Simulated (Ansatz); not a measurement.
# CH6B2Si, SMILES B1CB[SiH2]1: a rigid scan of one bond length

Program: Ansatz 0.2.0 through its Python package.

Script `scan_ch6b2si.py`:
```python
import ansatz as az
import numpy as np

GEOMETRY = """
B     0.69850   -0.01940   -1.09730
C     0.76250   -0.75130    0.29140
B    -0.49980   -0.22640    1.16410
Si   -0.82730    0.86170   -0.34860
H     1.24710    0.05610   -2.14590
H     0.69020   -1.82890    0.13240
H     1.75480   -0.49960    0.79330
H    -0.85960   -0.40590    2.25320
H    -0.73030    2.30870   -0.06160
H    -2.15290    0.45390   -0.97800
"""


def main() -> None:
    molecule = az.Crystal.molecule()
    for line in GEOMETRY.strip().splitlines():
        symbol, *xyz = line.split()
        molecule = molecule.atom(symbol, [float(v) for v in xyz])

    symbols = [site.symbol for site in molecule.cartesian_sites]
    start = np.array([site.position_ang for site in molecule.cartesian_sites])
    axis = (start[5] - start[1]) / np.linalg.norm(start[5] - start[1])
    moving = [5]
    lengths, energies = [0.961, 1.004, 1.048, 1.092, 1.135, 1.179, 1.223, 1.288], []
    for length in lengths:
        xyz = start.copy()
        xyz[moving] += (length - np.linalg.norm(start[5] - start[1])) * axis
        point = az.Crystal.molecule()
        for symbol, xyz in zip(symbols, xyz):
            point = point.atom(symbol, xyz.tolist())
        job = point.calculation().basis(gaussian="def2-SVP").functional("r2scan")
        rep = job.run(threads=1, pin="off").report
        energies.append(rep["free_energy_ev"])
        print(f"r = {length:6.3f} A  E = {energies[-1]:.5f} eV  <S^2> = {abs(rep['mean_field']['state']['spin_squared']):.3f}")

    fit = np.polynomial.Polynomial.fit(lengths, np.array(energies) - min(energies), 4).convert()
    roots = [r.real for r in fit.deriv().roots() if abs(r.imag) < 1e-9 and fit.deriv(2)(r.real) > 0]
    r_e = min(roots, key=lambda r: abs(r - lengths[int(np.argmin(energies))]))
    print(f"minimum of the fit at {r_e:.4f} A, force constant {fit.deriv(2)(r_e):.2f} eV/A^2")


if __name__ == "__main__":
    main()
```

Running `python scan_ch6b2si.py` prints:
```text
r =  0.961 A  E = -10354.24043 eV  <S^2> = 0.000
r =  1.004 A  E = -10354.50289 eV  <S^2> = 0.000
r =  1.048 A  E = -10354.66200 eV  <S^2> = 0.000
r =  1.092 A  E = -10354.73453 eV  <S^2> = 0.000
r =  1.135 A  E = -10354.74045 eV  <S^2> = 0.000
r =  1.179 A  E = -10354.69538 eV  <S^2> = 0.000
r =  1.223 A  E = -10354.61099 eV  <S^2> = 0.000
r =  1.288 A  E = -10354.43509 eV  <S^2> = 0.000
minimum of the fit at 1.1174 A, force constant 29.65 eV/A^2
```

Caveats:
- Total energies depend on the basis set; only differences at equal settings carry meaning.
- The rest of the molecule is held rigid at a force-field or estimated start geometry, and the basis set is modest; single-reference methods fail as a bond breaks.
- The orbitals are restricted, so S² is zero by construction.
- The whole script took 34 s on 1 thread of Arm Neoverse V1 (shared host), peak memory 0.2 GiB.

(Lines on the test bed's own set-up are left out of the output.)
